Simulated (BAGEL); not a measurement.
# CH6O2Si (SMILES C[SiH](O)O): PBE0/cc-pVDZ (density fitting with qzvpp-jkfit)

What is the energy change on altering one bond length of CH6O2Si at PBE0/cc-pVDZ (density fitting with qzvpp-jkfit)? 

The results are computed with BAGEL 1.2.2.

2 further runs of the same task are left out: 1 that didn't finish, 1 set aside as unsound or not needed. Runs told in other sessions of the task aren't counted.

### Step 1. The structure to begin with

CH6O2Si has 10 atoms, charge 0, and is taken as a singlet. As SMILES, `C[SiH](O)O`. The shape is that of a PBE0-D4/def2-TZVP optimisation. This is one conformer, not always the lowest.

Bond lengths: C1–Si2 1.852 Å, Si2–O3 1.647 Å, Si2–O4 1.646 Å, C1–H5 1.093 Å, C1–H6 1.093 Å, C1–H7 1.092 Å, Si2–H8 1.484 Å, O3–H9 0.958 Å, O4–H10 0.958 Å. Some angles: C1–Si2–O3 105.2°, C1–Si2–O4 112.8°, O3–Si2–O4 112.2°, C1–Si2–H8 113.0°, O3–Si2–H8 110.8°, O4–Si2–H8 103.1°, Si2–C1–H5 111.0°, Si2–C1–H6 110.6°, Si2–C1–H7 110.8°, Si2–O3–H9 117.2°.

### Step 2. The energy at PBE0/cc-pVDZ (density fitting with qzvpp-jkfit)

Contents of job.json:

```json
{ "bagel": [

{
  "title": "molecule",
  "basis": "cc-pvdz.json",
  "df_basis": "qzvpp-jkfit",
  "angstrom": true,
  "geometry": [
    { "atom": "C", "xyz": [      -1.293000,       0.347800,      -0.146400 ] },
    { "atom": "Si", "xyz": [       0.517500,       0.180000,       0.206800 ] },
    { "atom": "O", "xyz": [       0.650400,      -1.156000,       1.160800 ] },
    { "atom": "O", "xyz": [       1.425000,       0.058500,      -1.161600 ] },
    { "atom": "H", "xyz": [      -1.681100,      -0.549800,      -0.635600 ] },
    { "atom": "H", "xyz": [      -1.853400,       0.489100,       0.780800 ] },
    { "atom": "H", "xyz": [      -1.484400,       1.203800,      -0.797400 ] },
    { "atom": "H", "xyz": [       1.088600,       1.369900,       0.884700 ] },
    { "atom": "H", "xyz": [       1.521500,      -1.366900,       1.499800 ] },
    { "atom": "H", "xyz": [       1.192100,      -0.627600,      -1.788900 ] }
  ]
},

{
  "title": "ks",
  "xc_func": "pbe0"
},

{
  "title": "print",
  "file": "orbitals.molden",
  "orbitals": true
}

]}
```

The basis set cc-pVDZ is read from a file made from the Basis Set Exchange's data (not shown).

Command:

```bash
$ BAGEL_NUM_THREADS=1 BAGEL job.json > job.out
```

Standard output:

```text
* using 1 threads per process

  ===============================================================
  ===============================================================

  *** Geometry ***

  { "atom" : "C", "xyz" : [     -2.443416,      0.657247,     -0.276656 ] },
  { "atom" : "Si", "xyz" : [      0.977933,      0.340151,      0.390795 ] },
  { "atom" : "O", "xyz" : [      1.229078,     -2.184523,      2.193594 ] },
  { "atom" : "O", "xyz" : [      2.692860,      0.110549,     -2.195106 ] },
  { "atom" : "H", "xyz" : [     -3.176819,     -1.038971,     -1.201110 ] },
  { "atom" : "H", "xyz" : [     -3.502418,      0.924265,      1.475498 ] },
  { "atom" : "H", "xyz" : [     -2.805109,      2.274852,     -1.506868 ] },
  { "atom" : "H", "xyz" : [      2.057156,      2.588736,      1.671841 ] },
  { "atom" : "H", "xyz" : [      2.875218,     -2.583067,      2.834211 ] },
  { "atom" : "H", "xyz" : [      2.252743,     -1.185992,     -3.380531 ] },

  Number of auxiliary basis functions:      465

  Since a DF basis is specified, we compute 2- and 3-index integrals:
    o Being stored without compression. Storage requirement is 0.030 GB

  Number of basis functions:       90
  Number of electrons      :       42

    * METHOD: MOLECULE                             0.19

  *** Kohn-Sham DFT ***

    * Removing 18724 points whose weight is below 1.00e-10
    * Grid points: 130336

  === Nuclear Repulsion ===
   183.9643717145

       - DIIS with orbital gradients will be used.

  === KS iteration (pbe0 / cc-pvdz.json) ===
      0       -450.87406373          0.09430019           0.36
      1       -392.41962584          0.14573222           0.34
      2       -442.18093733          0.13099203           0.34
      3       -469.28114537          0.07850266           0.34
      4       -478.44172602          0.05060740           0.34
      5       -481.12826328          0.02117190           0.34
      6       -481.36429941          0.00896622           0.34
      7       -481.39211162          0.00597255           0.34
      8       -481.40730167          0.00371018           0.34
      9       -481.41764519          0.00079783           0.34
     10       -481.41801007          0.00016544           0.34
     11       -481.41802713          0.00004061           0.34
     12       -481.41802796          0.00000448           0.34
     13       -481.41802797          0.00000131           0.34
     14       -481.41802797          0.00000035           0.34
     15       -481.41802797          0.00000016           0.34
     16       -481.41802797          0.00000002           0.34
     17       -481.41802797          0.00000001           0.34
     18       -481.41802797          0.00000000           0.34
    * SCF iteration converged.

    * Permanent dipole moment:
           (    0.042383,     0.349438,     0.177151) a.u.

    * METHOD: KS                                   7.24

    * METHOD: PRINT                                0.01

  ===============================================================
```

Wall time 7.8 s (1 thread of Arm Neoverse V2, shared host); peak memory 0.53 GiB.

### Step 3. The distorted shape, same level

Contents of job.json:

```json
{ "bagel" : [

{
  "title" : "molecule",
  "basis" : "cc-pvdz.json",
  "df_basis" : "qzvpp-jkfit",
  "angstrom" : "true",
  "geometry" : [
    { "atom" : "C", "xyz" : [   -1.208918,    0.326600,   -0.285516 ] },
    { "atom" : "Si", "xyz" : [    0.601582,    0.158800,    0.067684 ] },
    { "atom" : "O", "xyz" : [    0.734482,   -1.177200,    1.021684 ] },
    { "atom" : "O", "xyz" : [    1.509082,    0.037300,   -1.300716 ] },
    { "atom" : "H", "xyz" : [   -1.597018,   -0.571000,   -0.774716 ] },
    { "atom" : "H", "xyz" : [   -1.853400,    0.489100,    0.780800 ] },
    { "atom" : "H", "xyz" : [   -1.400318,    1.182600,   -0.936516 ] },
    { "atom" : "H", "xyz" : [    1.172682,    1.348700,    0.745584 ] },
    { "atom" : "H", "xyz" : [    1.605582,   -1.388100,    1.360684 ] },
    { "atom" : "H", "xyz" : [    1.276182,   -0.648800,   -1.928016 ] }
  ]
},
{ "title" : "ks", "xc_func" : "pbe0", "charge" : 0 },
{ "title" : "print", "file" : "orbitals.molden", "orbitals" : "true" }

]}
```

The basis set cc-pVDZ is read from a file made from the Basis Set Exchange's data (not shown).

Command:

```bash
$ BAGEL_NUM_THREADS=1 BAGEL job.json > job.out
```

Standard output:

```text
* using 1 threads per process

  ===============================================================
  ===============================================================

  *** Geometry ***

  { "atom" : "C", "xyz" : [     -2.284524,      0.617185,     -0.539547 ] },
  { "atom" : "Si", "xyz" : [      1.136825,      0.300089,      0.127904 ] },
  { "atom" : "O", "xyz" : [      1.387970,     -2.224586,      1.930703 ] },
  { "atom" : "O", "xyz" : [      2.851752,      0.070487,     -2.457997 ] },
  { "atom" : "H", "xyz" : [     -3.017927,     -1.079034,     -1.464001 ] },
  { "atom" : "H", "xyz" : [     -3.502418,      0.924265,      1.475498 ] },
  { "atom" : "H", "xyz" : [     -2.646218,      2.234790,     -1.769759 ] },
  { "atom" : "H", "xyz" : [      2.216048,      2.548674,      1.408950 ] },
  { "atom" : "H", "xyz" : [      3.034110,     -2.623129,      2.571320 ] },
  { "atom" : "H", "xyz" : [      2.411634,     -1.226054,     -3.643422 ] },

  Number of auxiliary basis functions:      465

  Since a DF basis is specified, we compute 2- and 3-index integrals:
    o Being stored without compression. Storage requirement is 0.030 GB

  Number of basis functions:       90
  Number of electrons      :       42

    * METHOD: MOLECULE                             0.19

  *** Kohn-Sham DFT ***

    * Removing 18505 points whose weight is below 1.00e-10
    * Grid points: 130555

  === Nuclear Repulsion ===
   183.3222821954

       - DIIS with orbital gradients will be used.

  === KS iteration (pbe0 / cc-pvdz.json) ===
      0       -451.01741447          0.09387856           0.36
      1       -393.21263357          0.14553087           0.35
      2       -442.47780798          0.13080900           0.34
      3       -469.52489471          0.07692922           0.35
      4       -478.28088764          0.05032059           0.34
      5       -481.08730024          0.02198194           0.35
      6       -481.35034761          0.00916670           0.34
      7       -481.39211450          0.00442948           0.34
      8       -481.39756827          0.00346164           0.35
      9       -481.40577600          0.00122949           0.34
     10       -481.40675548          0.00028378           0.35
     11       -481.40680767          0.00007169           0.34
     12       -481.40681027          0.00000937           0.34
     13       -481.40681029          0.00000691           0.34
     14       -481.40681032          0.00000203           0.34
     15       -481.40681032          0.00000028           0.35
     16       -481.40681032          0.00000009           0.35
     17       -481.40681032          0.00000003           0.35
     18       -481.40681032          0.00000001           0.35
     19       -481.40681032          0.00000000           0.34
    * SCF iteration converged.

    * Permanent dipole moment:
           (    0.021170,     0.354320,     0.202869) a.u.

    * METHOD: KS                                   7.66

    * METHOD: PRINT                                0.01

  ===============================================================
```

It took 8.1 s on 1 thread of Arm Neoverse V2, shared host; peak memory 0.53 GiB.

### Step 4. What came out

At PBE0/cc-pVDZ (density fitting with qzvpp-jkfit):

```
                                                         quantity          value
                                        first shape: total energy  -481.41803 Eh
                                       first shape: dipole moment         1.00 D
                                         first shape: HOMO energy       -8.29 eV
                                         first shape: LUMO energy        1.50 eV
                                       first shape: HOMO–LUMO gap        9.79 eV
                                    distorted shape: total energy  -481.40681 Eh
                                   distorted shape: dipole moment         1.04 D
                                     distorted shape: HOMO energy       -8.30 eV
                                     distorted shape: LUMO energy        1.36 eV
                                   distorted shape: HOMO–LUMO gap        9.66 eV
energy change with the C1–H6 bond stretched from 1.093 to 1.257 Å       0.305 eV
```

What this shows: With the C1–H6 bond stretched from 1.093 to 1.257 Å the energy rises by 0.31 eV (29.5 kJ/mol). The first shape isn't relaxed at this level, so the change isn't measured from a minimum.
